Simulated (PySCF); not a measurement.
# BH2O2F (SMILES OB(O)F): CCSD/pcSseg-1

Wanted: energy and one-electron properties of BH2O2F. The job is set up through a Python script.

The calculation is run with PySCF 2.14.0.

3 further runs of the same task are left out: 3 set aside as unsound or not needed.

## (1) The structure to begin with

The species is BH2O2F (6 atoms), meant as a singlet with charge 0. SMILES: `OB(O)F`. The coordinates come from a PBE0-D4/def2-TZVP relaxation. This is one conformer, not always the lowest.

Bond lengths: O1–B2 1.360 Å, B2–O3 1.352 Å, B2–F4 1.333 Å, O1–H5 0.960 Å, O3–H6 0.960 Å. Angles: O1–B2–O3 121.6°, O1–B2–F4 120.5°, O3–B2–F4 117.9°, B2–O1–H5 113.1°, B2–O3–H6 112.5°.

## (2) Energy and one-electron properties at CCSD/pcSseg-1

The input, mol.xyz:

```xyz
6
BFH2O2
O     -0.477500     0.971000    -0.208400
B     -0.023800    -0.307500    -0.106500
O      0.989400    -0.635200     0.726100
F     -0.573100    -1.280600    -0.833200
H     -1.198900     1.066100    -0.834300
H      1.326000     0.122200     1.210000
```

The input, calc.py:

```python
import numpy
from pyscf import gto, scf, cc, lo

mol = gto.M(
    atom='mol.xyz',
    max_memory=1860,
    basis='pcsseg-1',
    symmetry=True,
    spin=0,
    charge=0,
    verbose=4,
)

mf = mol.RHF()
mf.init_guess = 'mod_huckel'
mf.kernel()

mycc = cc.CCSD(mf, frozen=4)
mycc.kernel()
etot = mycc.e_tot
print('E(%s) = %.9f' % ('CCSD', etot))
dip = mf.dip_moment()
pop, q = mf.mulliken_pop()
quad = mf.quad_moment()
occ = mf.mo_coeff[:, mf.mo_occ > 0]
iaos = lo.vec_lowdin(lo.iao.iao(mol, occ), mf.get_ovlp())
c = iaos.T @ mf.get_ovlp() @ occ
pop_iao, q_iao = scf.hf.mulliken_pop(lo.iao.reference_mol(mol), (c * mf.mo_occ[mf.mo_occ > 0]) @ c.T, numpy.eye(c.shape[0]), verbose=0)
print('IAO charges', numpy.round(q_iao, 4))
dm_corr = mycc.make_rdm1(ao_repr=True)
dip_corr = mf.dip_moment(mol, dm_corr)
```

The run is started by

```sh
OMP_NUM_THREADS=1 python calc.py
```

**Question.** What will come out? Wanted: total energy; dipole moment; HOMO energy; LUMO energy; HOMO–LUMO gap; correlation energy; T1 diagnostic.

Computed results:

Level: CCSD/pcSseg-1, 4 core orbitals frozen.

| quantity | value |
| --- | --- |
| total energy | -275.84242 Eh |
| dipole moment (correlated density) | 2.01 D |
| HOMO energy (Hartree–Fock orbitals) | -14.25 eV |
| LUMO energy (Hartree–Fock orbitals) | 4.08 eV |
| HOMO–LUMO gap (Hartree–Fock orbitals) | 18.34 eV |
| correlation energy (4 core orbitals frozen) | -678.1 mEh |
| T1 diagnostic | 0.012 |
